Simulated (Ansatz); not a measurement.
# C₄H₃N₃OSi: small, medium and large basis sets

One table from this session's results is given with a row withheld; the runs are named, their logs left out.

Computed with Ansatz 0.2.0, Gaussian basis. Level: one geometry, several basis sets.

Plan: PBE0-D4/def2-SVP; ωB97M-V/def2-SVP; PBE0-D4/def2-QZVPP; ωB97M-V/def2-QZVPP; the functionals' def2-TZVPP values are taken from earlier runs.

### Structure used throughout

All runs share one geometry, relaxed beforehand with PBE0-D4 in a triple-zeta def2 set.

SMILES `CO[Si](C#N)(C#N)C#N`, 12 atoms, charge 0, spin multiplicity 1.

Atoms are counted from 1 here; the program's logs count them from 0.

Bond lengths: C1–O2 1.424 Å, C1–H10 1.092 Å, C1–H11 1.092 Å, C1–H12 1.088 Å, O2–Si3 1.598 Å, Si3–C4 1.835 Å, Si3–C6 1.825 Å, Si3–C8 1.835 Å, C4–N5 1.151 Å, C6–N7 1.151 Å, C8–N9 1.151 Å. Angles: O2–C1–H10 110.6°, O2–C1–H11 110.6°, O2–C1–H12 107.2°, H10–C1–H11 109.7°, H10–C1–H12 109.3°, H11–C1–H12 109.3°, C1–O2–Si3 127.5°, O2–Si3–C4 112.2°, O2–Si3–C6 108.2°, O2–Si3–C8 112.2°, C4–Si3–C6 108.9°, C4–Si3–C8 106.3°, C6–Si3–C8 108.9°, Si3–C4–N5 177.1°, Si3–C6–N7 179.1°, Si3–C8–N9 177.2°.

Set-up of the first run:

in.yaml reads:

```yaml
crystal:
  periodic: [false, false, false]
  atoms:
    - {symbol: C, position_ang: [1.144843, -1.486237, -0.696669]}
    - {symbol: O, position_ang: [1.085895, -0.183680, -0.124105]}
    - {symbol: Si, position_ang: [-0.220552, 0.636524, 0.293568]}
    - {symbol: C, position_ang: [-1.339774, 0.932389, -1.130614]}
    - {symbol: N, position_ang: [-2.015312, 1.075476, -2.051764]}
    - {symbol: C, position_ang: [0.308627, 2.245953, 0.973356]}
    - {symbol: N, position_ang: [0.624553, 3.264892, 1.404552]}
    - {symbol: C, position_ang: [-1.218206, -0.243170, 1.558209]}
    - {symbol: N, position_ang: [-1.816968, -0.843242, 2.337145]}
    - {symbol: H, position_ang: [0.699653, -2.222654, -0.023663]}
    - {symbol: H, position_ang: [0.628211, -1.506924, -1.659005]}
    - {symbol: H, position_ang: [2.196031, -1.724627, -0.846910]}
basis:
  gaussian: {orbitals: def2-SVP}
hamiltonian: {xc: pbe0, dispersion: d4}
output: {orbitals: {seedname: orbitals}}
```

Among the steps run: PBE0-D4 in def2-SVP; ωB97M-V in def2-SVP; PBE0-D4 in def2-QZVPP; ωB97M-V in def2-QZVPP.

One of the session's tables, all rows but one given; the rest of the session is left out.

It belongs to the step «Functionals by basis». 

```
functional       basis  HOMO (eV)  LUMO (eV)
   PBE0-D4    def2-SVP     -10.05      -2.50
   PBE0-D4  def2-TZVPP          ?          ?
   PBE0-D4  def2-QZVPP     -10.18      -2.76
   ωB97M-V    def2-SVP     -12.45      -0.33
   ωB97M-V  def2-TZVPP     -12.59      -0.63
   ωB97M-V  def2-QZVPP     -12.61      -0.67
```

Estimate the missing values for PBE0-D4, def2-TZVPP.

**Answer.** HOMO (eV): -10.16; LUMO (eV): -2.73. In the column «HOMO (eV)» it lies between PBE0-D4, def2-QZVPP (-10.18) and PBE0-D4, def2-SVP (-10.05).
